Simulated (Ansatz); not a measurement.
# CH₃Cl with SbH₃: structure and interaction energy

How do CH₃Cl and SbH₃ sit together, how strongly do they interact, and which methods get it right?

Program: Ansatz 0.2.0, Gaussian basis. Level of theory: PBE0-D4 structure, single points in def2-TZVPPD. These are calculated values, not measurements.

Levels: PBE-D4, revPBE-D4, BLYP-D4, r2SCAN-D4, B97M-V, PBE0-D4, B3LYP-D4, HSE06-D4, wB97X-V, wB97M-V, B2PLYP, Hartree-Fock, MP2, CCSD, CCSD(T). The reference is CCSD(T) extrapolated to the basis limit. For elements past Ar these valence bases correlate outer-core shells poorly, so that limit is rough.

Correlated methods freeze the cores. Filled d shells of the heavier atoms are correlated. Core potentials replace the inner electrons past krypton, and spin-orbit coupling is left out. B3LYP uses VWN-RPA correlation. B2PLYP carries no dispersion term here.

176 further runs of the same task are left out: 176 set aside as unsound or not needed. Runs told in other sessions of the task aren't counted.

## (1) Starting geometry

The pair, from a GFN2-xTB docking trial: 9 atoms, charge 0, spin multiplicity 1.

Atoms are counted from 1 here; the program's logs count them from 0.

Bond lengths: C1–Cl2 1.765 Å, C1–H3 1.087 Å, C1–H4 1.086 Å, C1–H5 1.086 Å, Sb6–H7 1.695 Å, Sb6–H8 1.697 Å, Sb6–H9 1.695 Å. Angles: Cl2–C1–H3 107.8°, Cl2–C1–H4 108.7°, Cl2–C1–H5 108.6°, H3–C1–H4 110.6°, H3–C1–H5 110.5°, H4–C1–H5 110.6°, H7–Sb6–H8 88.1°, H7–Sb6–H9 87.9°, H8–Sb6–H9 88.4°.

As a file:

```mol
CH6ClSb
  3D, bonds by distance, orders not assigned

  9  7  0  0  0  0  0  0  0  0999 V2000
    0.0734    0.2605   -1.7121 C   0  0
   -1.0891   -0.9140   -1.0933 Cl  0  0
    0.6065    0.6794   -0.8619 H   0  0
   -0.4671    1.0374   -2.2447 H   0  0
    0.7620   -0.2506   -2.3783 H   0  0
   -0.4449   -0.7883    1.9831 Sb  0  0
   -0.7672    0.8395    1.6376 H   0  0
    1.0645   -0.5891    1.2342 H   0  0
    0.2620   -0.2749    3.4354 H   0  0
  1  2  8  0
  1  3  8  0
  1  4  8  0
  1  5  8  0
  6  7  8  0
  6  8  8  0
  6  9  8  0
M  END
```

Atoms 1 to 5 are fragment A (CH₃Cl), the rest fragment B (SbH₃).

## (2) A first relaxation in a small basis

Input file pre/in.yaml:

```yaml
crystal:
  periodic: [false, false, false]
  atoms:
    - {symbol: C, position_ang: [0.073400, 0.260500, -1.712100]}
    - {symbol: Cl, position_ang: [-1.089100, -0.914000, -1.093300]}
    - {symbol: H, position_ang: [0.606500, 0.679400, -0.861900]}
    - {symbol: H, position_ang: [-0.467100, 1.037400, -2.244700]}
    - {symbol: H, position_ang: [0.762000, -0.250600, -2.378300]}
    - {symbol: Sb, position_ang: [-0.444900, -0.788300, 1.983100]}
    - {symbol: H, position_ang: [-0.767200, 0.839500, 1.637600]}
    - {symbol: H, position_ang: [1.064500, -0.589100, 1.234200]}
    - {symbol: H, position_ang: [0.262000, -0.274900, 3.435400]}
basis:
  gaussian: {orbitals: def2-SVP}
hamiltonian: {xc: pbe, dispersion: d4}
relax: {f_tol: 0.03, max_steps: 250}
```

The run is started by

```
$ ansatz run in.yaml --threads 4 --pin off --events-out ev --progress --plain --max-ram 9574MiB
```

After this run come: Relaxation at PBE0-D4; PBE-D4/def2-TZVPPD; r2SCAN-D4/def2-TZVPPD; PBE0-D4/def2-TZVPPD; B3LYP-D4/def2-TZVPPD; wB97X-V/def2-TZVPPD; wB97M-V/def2-TZVPPD; B2PLYP/def2-TZVPPD; BLYP-D4/def2-TZVPPD; revPBE-D4/def2-TZVPPD; B97M-V/def2-TZVPPD; HSE06-D4/def2-TZVPPD; CCSD(T)/def2-TZVPPD; MP2/def2-QZVPPD; SPW92/def2-SVP; PBE-D4/def2-SVP; PBE0-D4/def2-SVP; wB97M-V/def2-SVP; CCSD(T)/def2-SVP; Vibrations of the pair.

Before running it: what results should come out? Wanted: interaction energy, CCSD(T)/CBS; of it Hartree-Fock; D4 term of PBE0-D4; shortest contact; lowest wavenumber.

**Answer**, as computed:

| quantity | value |
| --- | --- |
| interaction energy, CCSD(T)/CBS | -96 meV |
| of it Hartree-Fock (basis limit) | +24 meV |
| D4 term of PBE0-D4 | -63 meV |
| shortest contact | H3–H7 2.75 Å |
| lowest wavenumber | 26i cm⁻¹ |

What this shows: The pair is bound by 96 meV at fixed fragment shapes. Hartree-Fock doesn't bind it at this geometry, so correlation, mostly dispersion, holds it together. wB97X-V is the best functional here (0 meV from CCSD(T)/CBS); B2PLYP is the worst (+60 meV). By rung, the mean size of the error is: GGA 8, meta-GGA 9, hybrid 7, screened hybrid 6, range-separated hybrid 2, double hybrid 60 meV. The double hybrids carry no dispersion term here, unlike the levels marked D4 or V. PBE-D4 gives an interaction energy 12 meV too low, an error of 13 % of the reference. CCSD(T) moves by -21 meV from triple zeta to the limit; gaps between functionals far smaller than that don't rank them. An imaginary mode remains, so this is not a true minimum. A lower arrangement may exist.
